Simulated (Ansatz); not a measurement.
# GeCl₄ (singlet): wave-function methods side by side, cc-pVDZ

One table from this session's results is given with a row withheld; the runs are named, their logs left out.

Method: cc-pVDZ, core rule «outside noble gas», up to 34 orbitals frozen; program: Ansatz 0.2.0, Gaussian basis.

Plan: UHF; CCSD(T) on RHF; BCCD(T) on RHF; CCSDT(Q) on RHF; CASSCF and MRCISD+Q, 8 electrons in 8 orbitals; CASSCF and NEVPT2, 8 electrons in 8 orbitals.

8 further runs of the same task are left out: 5 that didn't finish, 3 set aside as unsound or not needed.

### What is computed

The geometry is a PBE0/def2-TZVP stationary point (not a proven minimum). No spin-orbit coupling is included. The filled d shell of Ge may be among the frozen orbitals whatever the setting's name suggests; the logs give the count.

5 atoms, charge 0, spin multiplicity 1.

Atoms are counted from 1 here; the program's logs count them from 0.

Bond lengths: Ge1–Cl2 2.117 Å, Ge1–Cl3 2.117 Å, Ge1–Cl4 2.117 Å, Ge1–Cl5 2.117 Å. Angles: Cl2–Ge1–Cl3 109.5°, Cl2–Ge1–Cl4 109.5°, Cl2–Ge1–Cl5 109.5°, Cl3–Ge1–Cl4 109.5°, Cl3–Ge1–Cl5 109.5°, Cl4–Ge1–Cl5 109.5°.

Set-up of the first run:

The input, in.yaml:

```yaml
crystal:
  periodic: [false, false, false]
  atoms:
    - {symbol: Ge, position_ang: [0.000000, 0.000000, 0.000000]}
    - {symbol: Cl, position_ang: [1.221899, 1.222219, 1.222210]}
    - {symbol: Cl, position_ang: [-1.224410, -1.219908, 1.222006]}
    - {symbol: Cl, position_ang: [-1.219807, 1.221998, -1.224519]}
    - {symbol: Cl, position_ang: [1.222318, -1.224309, -1.219697]}
basis:
  gaussian: {orbitals: cc-pVDZ}
magnetization: {spin_polarized: true, initial_magnetization: 0}
hamiltonian: {xc: hf}
output: {orbitals: {seedname: orbitals}}
```

The run is started by

```sh
$ ansatz run in.yaml --threads 1 --pin off --events-out ev --progress --plain --max-ram 4096MiB --backend cpu
```

Steps of the session up to this table: UHF; CCSD(T) on RHF; BCCD(T) on RHF; CCSDT(Q) on RHF; CASSCF and MRCISD+Q, 8 electrons in 8 orbitals; CASSCF and NEVPT2, 8 electrons in 8 orbitals.

One table of the session follows, with a row left open; its other results are not shown here.

| method | from RCCSDT(Q) (meV) |
| --- | --- |
| RHF | +18532.0 |
| RMP2 | +1717.6 |
| RCCSD | +488.3 |
| RCCSD(T) | +68.2 |
| BCCD(T) | +64.3 |
| RCCSDT | ? |
| RCCSDT(Q) | 0 |
| CASSCF frontier | +17300.0 |
| NEVPT2 frontier | +1765.1 |
| MRCISD frontier | +3131.9 |
| MRCISD+Q frontier | +592.6 |

**Question.** Estimate the row for RCCSDT.

As computed: from RCCSDT(Q) (meV): +41.2. In the column «from RCCSDT(Q) (meV)» it lies between RCCSDT(Q) (0) and BCCD(T) (+64.3).

With the free atoms at the same levels and basis (separate runs), the atomisation energy is 12.572 eV at RCCSDT(Q), 12.549 eV at RCCSD(T), 9.541 eV at RHF.
